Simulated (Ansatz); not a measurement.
# RPA@PBE/STO-3G run of CH5Al (SMILES [CH3][AlH2])

Aim: the electronic atomisation energy of CH5Al at RPA@PBE/STO-3G, from 4 runs. 

The results are computed with Ansatz 0.2.0.

43 further runs of the same task are left out: 1 that didn't finish, 42 set aside as unsound or not needed.

## Step 1: Starting point

The species is CH5Al (7 atoms), meant as a singlet with charge 0. As SMILES, `[CH3][AlH2]`. Geometry: relaxed at PBE0-D4/def2-TZVP.

Bond lengths: C1–Al2 1.950 Å, C1–H3 1.093 Å, C1–H4 1.097 Å, C1–H5 1.093 Å, Al2–H6 1.590 Å, Al2–H7 1.590 Å. Angles: C1–Al2–H6 120.6°, C1–Al2–H7 120.6°, Al2–C1–H3 112.6°, Al2–C1–H4 109.5°, Al2–C1–H5 112.5°, H6–Al2–H7 118.8°, H3–C1–H4 106.7°, H3–C1–H5 108.6°, H4–C1–H5 106.6°.

## Step 2: The energy at RPA@PBE/STO-3G

File molecule.yaml:

```yaml
crystal:
  periodic: [false, false, false]
  atoms:
    - {symbol: C, position_ang: [-0.448500, -0.695600, -0.355500]}
    - {symbol: Al, position_ang: [0.562900, 0.778300, 0.424700]}
    - {symbol: H, position_ang: [-1.063100, -1.219600, 0.380800]}
    - {symbol: H, position_ang: [-1.134400, -0.306400, -1.118200]}
    - {symbol: H, position_ang: [0.193400, -1.425500, -0.855600]}
    - {symbol: H, position_ang: [0.016000, 1.549300, 1.703400]}
    - {symbol: H, position_ang: [1.934800, 1.251600, -0.225400]}
basis:
  gaussian:
    orbitals: STO-3G
accuracy: high
total_charge: 0
hamiltonian:
  xc: pbe
correlation:
  method: rpa
  frozen_orbitals: {Al: 5, C: 1, H: 0}
```

On the command line:

```console
ansatz run molecule.yaml --threads 1 --pin off --max-ram 2610MiB --events-out events.jsonl --progress --plain --runs-dir runs
```

What it wrote:

```text
Warning: RAYON_NUM_THREADS=1 ignored (pool sized by the plan → 1); use --threads N
Functional definition: PBE
  name "PBE"
  parameter kappa = 0.804
  parameter beta = 0.06672455060314922
  exchange = pbe_x(kappa = kappa, mu = beta*pi^2/3)
  correlation = pbe_c(beta = beta)
335 factors; integrals over basis functions are off by at most 2.0e-8 eV
mean field evaluation 1: about -7614.9990 eV, gradient 2.4e1 eV
mean field evaluation 2: about -7614.9308 eV, gradient 2.4e1 eV
mean field evaluation 4: about -7616.7555 eV, gradient 2.8e0 eV
mean field evaluation 8: about -7616.7782 eV, gradient 3.0e-3 eV
mean field evaluation 16: about -7616.7782 eV, gradient 8.0e-9 eV
mean field -7616.77816245 eV, -279.9114346324 hartree, gradient 8.0e-9 eV, S^2 0.000000; 0 other end points of the search recorded, 0 dependent functions left out
6 core orbitals not correlated: weight in the atoms' cores, before any rotation towards them, 0.999 or more for the frozen orbitals, at most 0.000 for the correlated occupied ones
reference -7600.34492732 eV, -279.3075243802 hartree; 6, 6 occupied and 7, 7 virtual orbitals, 335 factors
Total energy: -7605.47374001 eV, -279.4960047700 hartree
```

Run time: 1.8 s. Hardware: 1 thread of Arm Neoverse V1, shared host; peak memory 0.1 GiB.

## Step 3: The Al atom at the same level

File in.yaml:

```yaml
crystal:
  periodic: [false, false, false]
  atoms:
    - {symbol: Al, position_ang: [0.000000, 0.000000, 0.000000]}
basis:
  gaussian:
    orbitals: STO-3G
correlation:
  method: rpa
  frozen_orbitals: {Al: 5}
magnetization:
  spin_polarized: true
  initial_magnetization: 1
hamiltonian:
  xc: {name: PBE}
accuracy: high
```

Run the same way, it converges to -238.91265 Eh (log not shown).

## Step 4: The C atom

File run.yaml:

```yaml
crystal:
  periodic: [false, false, false]
  atoms:
    - symbol: C
      position_ang: [0.000000, 0.000000, 0.000000]
basis:
  gaussian:
    orbitals: STO-3G
magnetization:
  spin_polarized: true
  initial_magnetization: 2
hamiltonian:
  xc: {name: PBE}
correlation:
  method: rpa
  frozen_orbitals: {C: 1}
accuracy: high
```

Run the same way, it converges to -37.26175 Eh (log not shown).

## Step 5: The H atom at the same level

File molecule.yaml:

```yaml
crystal:
  periodic: [false, false, false]
  atoms:
    - symbol: H
      position_ang: [0.000000, 0.000000, 0.000000]
basis:
  gaussian: {orbitals: STO-3G}
hamiltonian: {xc: pbe}
accuracy: high
magnetization: {spin_polarized: true, initial_magnetization: 1}
correlation: {method: rpa, frozen_orbitals: {H: 0}}
```

Run the same way, it converges to -0.46658 Eh (log not shown).

## Step 6: Outcome

Level: RPA@PBE/STO-3G, 6 core orbitals frozen.

```
                                  quantity          value
                    molecule: total energy  -279.49600 Eh
molecule: RPA correlation energy (valence)     -188.5 mEh
                     Al atom: total energy  -238.91265 Eh
 Al atom: RPA correlation energy (valence)      -57.5 mEh
Al atom: ⟨S²⟩ of the reference determinant          0.750
                      C atom: total energy   -37.26175 Eh
  C atom: RPA correlation energy (valence)      -63.4 mEh
 C atom: ⟨S²⟩ of the reference determinant          2.000
                      H atom: total energy    -0.46658 Eh
            H atom: RPA correlation energy        0.0 mEh
 H atom: ⟨S²⟩ of the reference determinant          0.750
             electronic atomisation energy      26.904 eV
```

**Reading.** Taking the molecule apart into free atoms costs 26.90 eV (620 kcal/mol), before zero-point energy and without spin-orbit coupling. In a minimal basis such a difference can be off by several eV, whatever the method.
